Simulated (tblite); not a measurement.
# C4H11AsSi2: the cost of one run

The runs use tblite 0.8.0 and PySCF 2.14.0, with density-fitted response routines of our own; the level of theory stands in each step. All values are computed, except where a source is named. Atoms count from 0, in the outputs and in this text.

### Step 1. The molecule as given

18 atoms, charge 0, multiplicity 1; geometry from: force field or distance geometry start.

Bonds of the start (Å): Si0–As1 2.33, As1–Si2 2.34, As1–C3 1.77, C3–C4 1.56, C4–C5 1.48, C5–C6 1.50, C5–C3 1.38, C6–C3 1.56, Si0–H7 1.47, Si0–H8 1.45, Si0–H9 1.49, Si2–H10 1.48, Si2–H11 1.48, Si2–H12 1.45, C4–H13 1.12, C4–H14 1.11, C5–H15 1.08, C6–H16 1.10, C6–H17 1.12.

### Step 2. Geometry optimisation with GFN2-xTB

The job: settings as JSON, then the geometry in Å.

```
{"job": {"kind": "relax", "xc": "GFN2-xTB", "basis": "xTB"}, "charge": 0, "multiplicity": 1}
Si     1.228500     2.160600     0.350900
As     0.634700    -0.018800     0.933800
Si     2.344000    -1.335400     0.028000
C     -1.036400    -0.356300     0.452600
C     -1.764100     0.757500    -0.356500
C     -2.398800    -0.425500     0.267900
C     -1.633500    -1.595800    -0.287300
H      1.149000     2.244800    -1.118300
H      2.554600     2.513100     0.824200
H      0.201800     3.061200     0.937600
H      1.700500    -2.463000    -0.676000
H      3.077200    -0.553500    -0.986100
H      3.234000    -1.829900     1.066400
H     -1.340100     0.728200    -1.388400
H     -1.695900     1.741900     0.143300
H     -3.276000    -0.467700     0.900800
H     -1.606500    -2.543900     0.270900
H     -1.381800    -1.611200    -1.375600
```

Run with:

```sh
> OMP_NUM_THREADS=1 python probes_run.py task.json out
```

This one command runs all jobs of the session in turn.

Q: Estimate the wall time of this first job on 1 thread of Arm Neoverse N1, shared host.

About 3 s.
